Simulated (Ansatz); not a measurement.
**C2H2Zn: up Jacob's ladder to CCSD(T)**

Aim: compute C2H2Zn with functionals from several rungs and with coupled cluster, and see how far each lands from CCSD(T) at the basis-set limit for the atomisation energy.

Computed with Ansatz 0.2.0, Gaussian basis. Level: functionals in def2-TZVPP, the program's frozen cores in correlated methods.

Plan: LDA (SPW92), PBE-D4, revPBE-D4, BLYP-D4, r2SCAN-D4, B97M-V, PBE0-D4, B3LYP-D4, r2SCANh-D4, r2SCAN0-D4, HSE06-D4, BHLYP-D4, CAM-B3LYP-D4, LC-ωPBE, ωB97X-V, ωB97M-V, B2PLYP, PBE-QIDH; CCSD(T)/def2-SVP; CCSD(T)/def2-TZVPP; MP2/def2-QZVPP; extrapolation to the limit; RPA on PBE.

**1. The geometry**

The geometry comes from an earlier relaxation with PBE0-D4 in a triple-zeta def2 set; it is a stationary point.

5 atoms, charge 0, spin multiplicity 1.

Atoms are counted from 1 here; the program's logs count them from 0.

Bond lengths: C1–C2 1.197 Å, C1–H4 1.065 Å, C2–H5 1.065 Å. Angles: C2–C1–H4 179.8°, C1–C2–H5 179.8°.

**2. LDA**

This LDA is Slater exchange with PW92 correlation.

Input file in.yaml:

```yaml
crystal:
  periodic: [false, false, false]
  atoms:
    - {symbol: C, position_ang: [-0.740478, 0.119752, -0.468913]}
    - {symbol: C, position_ang: [0.043653, 1.005914, -0.286728]}
    - {symbol: Zn, position_ang: [1.443335, -2.324871, 1.469670]}
    - {symbol: H, position_ang: [-1.440248, -0.665891, -0.632993]}
    - {symbol: H, position_ang: [0.743537, 1.791397, -0.122538]}
basis:
  gaussian: {orbitals: def2-TZVPP}
hamiltonian: {xc: lda}
output: {orbitals: {seedname: orbitals}}
```

Launch:

```
> ansatz run in.yaml --threads 2 --pin off --events-out ev --progress --plain --max-ram 4352MiB
```

The runs that follow: PBE-D4 (GGA); revPBE-D4 (GGA); BLYP-D4 (GGA); r2SCAN-D4 (meta-GGA); B97M-V (meta-GGA); B3LYP-D4 (hybrid); r2SCANh-D4 (hybrid); r2SCAN0-D4 (hybrid); HSE06-D4 (hybrid); BHLYP-D4 (hybrid); CAM-B3LYP-D4 (range-separated); LC-ωPBE (range-separated); ωB97X-V (range-separated); ωB97M-V (range-separated); B2PLYP (double hybrid); PBE-QIDH (double hybrid); CCSD(T) in def2-SVP; CCSD(T) in def2-TZVPP; MP2 in def2-QZVPP; RPA on PBE orbitals.

**Question.** What will the summary of the whole plan be? Wanted: atomisation energy, CCSD(T)/CBS; farthest beyond LDA; mean size of error, GGA; mean size of error, meta-GGA; mean size of error, hybrid; mean size of error, range-separated; mean size of error, double hybrid; gap, smallest and largest; T1 diagnostic.

As calculated:

| quantity | value |
| --- | --- |
| atomisation energy, CCSD(T)/CBS | 404.2 kcal/mol |
| functionals within 2.0 kcal/mol (0.5 %) | revPBE-D4, r2SCAN-D4, B97M-V, PBE0-D4, B3LYP-D4, HSE06-D4, CAM-B3LYP-D4, ωB97M-V, B2PLYP |
| farthest beyond LDA | BHLYP-D4 (-14.7 kcal/mol) |
| mean size of error, GGA | 5.8 kcal/mol |
| mean size of error, meta-GGA | 1.2 kcal/mol |
| mean size of error, hybrid | 5.4 kcal/mol |
| mean size of error, range-separated | 1.9 kcal/mol |
| mean size of error, double hybrid | 2.1 kcal/mol |
| gap, smallest and largest | 4.45 eV (B97M-V), 9.94 eV (LC-ωPBE) |
| T1 diagnostic | 0.0153 |
| triples share of the correlation energy | 3.7 % |

What this shows: The LDA atomisation energy is off by 56.7 kcal/mol (14 %): it overbinds. PBE-D4 misses by +12.3 kcal/mol. Double hybrids carry the basis error of their MP2 part in triple zeta, and no dispersion term here, so their miss is partly the set-up's. The rungs meta-GGA, range-separated miss on average by less than the doubt on the reference (2.0 kcal/mol), so they tie. Misses under about 2.0 kcal/mol are within the doubt on the reference itself, which lacks core-valence correlation, relativity and higher excitations. Hartree-Fock recovers 72 % of the binding; the rest is correlation. CCSD(T) in def2-SVP is off by -17.6 kcal/mol, which most functionals beat. Orbital gaps span 4.5 to 9.9 eV; exact exchange widens them. For Zn the d shell is correlated and the shells below it are frozen.
